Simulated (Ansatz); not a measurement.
NaAg3, space group Pm-3m: a convergence test of the plane-wave cutoff, run with Ansatz's Python interface.

Contents of `naag3.cif`:
```cif
data_NaAg3
_cell_length_a 4.244194
_cell_length_b 4.244194
_cell_length_c 4.244194
_cell_angle_alpha 90.00000
_cell_angle_beta 90.00000
_cell_angle_gamma 90.00000
_symmetry_space_group_name_H-M 'P 1'
_symmetry_Int_Tables_number 1
loop_
_symmetry_equiv_pos_as_xyz
'x, y, z'
loop_
_atom_site_label
_atom_site_type_symbol
_atom_site_fract_x
_atom_site_fract_y
_atom_site_fract_z
Na1 Na    0.000000    0.000000    0.000000
Ag2 Ag    0.000000    0.500000    0.500000
Ag3 Ag    0.500000    0.000000    0.500000
Ag4 Ag    0.500000    0.500000    0.000000
```

The script, `ecut_naag3.py`:
```python
from dataclasses import dataclass

import ansatz
from ase.io import read
import pandas as pd


@dataclass
class Settings:
    functional: str = "r2scan"
    kmesh: tuple[int, ...] = (6, 6, 6)


opts = Settings()

atoms = read("naag3.cif")
system = ansatz.Crystal.from_ase(atoms)

setup = (
    system.calculation()
    .functional(opts.functional)
    .kpoints(*opts.kmesh)
    .occupations(ansatz.OccupationsMethod.METHFESSEL_PAXTON)
)

rows = []
for value in [250, 350, 450, 550, 650, 750]:
    summary = setup.basis(value).run(threads=1).report
    rows.append((value, summary["free_energy_ev"] / len(summary["lattice"]["sites"]), summary["n_iterations"], summary["n_pw"]))

table = pd.DataFrame(rows, columns=["cutoff (eV)", "F/atom (eV)", "iterations", "plane waves"])
print(table.round(5).to_string(index=False))

for row in rows[:-1]:
    shift = 1000 * (row[1] - rows[-1][1])
    print(f"{row[0]}: {shift:+.2f} meV/atom" + ("  (within 1 meV)" if abs(shift) < 1 else ""))
```

From which cutoff on is the energy per atom within 1 meV of the last row, and how does it get there?

From 550 eV on it stays within 1 meV an atom of the value at 750 eV; the first row (250 eV) is off by 1084.5 meV and the last but one by 0.18 meV. The energy falls steadily, as expected when plane waves are added. The last run costs about 4.2 times the first.

The run itself:

`python ecut_naag3.py` gives:
```text
DeckWarning: basis.ecutwfc = 250 eV is below the records' recommended 500 eV, and the density's cutoff is lower with it unless basis.ecutrho_ratio is high enough to keep the records' density cutoff: compare with a run at a higher cutoff
DeckWarning: basis.ecutwfc = 350 eV is below the records' recommended 500 eV, and the density's cutoff is lower with it unless basis.ecutrho_ratio is high enough to keep the records' density cutoff: compare with a run at a higher cutoff
DeckWarning: basis.ecutwfc = 450 eV is below the records' recommended 500 eV, and the density's cutoff is lower with it unless basis.ecutrho_ratio is high enough to keep the records' density cutoff: compare with a run at a higher cutoff
 cutoff (eV)  F/atom (eV)  iterations  plane waves
         250  -6073.98994           8          691
         350  -6075.06342           8         1141
         450  -6075.07139           8         1647
         550  -6075.07394           8         2205
         650  -6075.07430           8         2897
         750  -6075.07448           8         3575
250: +1084.53 meV/atom
350: +11.05 meV/atom
450: +3.09 meV/atom
550: +0.54 meV/atom  (within 1 meV)
650: +0.18 meV/atom  (within 1 meV)
```
(Warnings from the package without file and line.)

What to keep in mind:
- The mesh is modest for a metal, so energies can be off by several to tens of meV an atom and pressures by half a GPa or more; differences at equal mesh fare better.
- This cell is a computed structure, which may not be the phase found in nature.
- Shifts are counted from the last row, which is itself no proven limit.
- Timing: 40 s on 1 thread of Arm Neoverse V1, on a shared host, peak memory 0.76 GiB.

(Lines on the test bed's own set-up are left out of the output.)
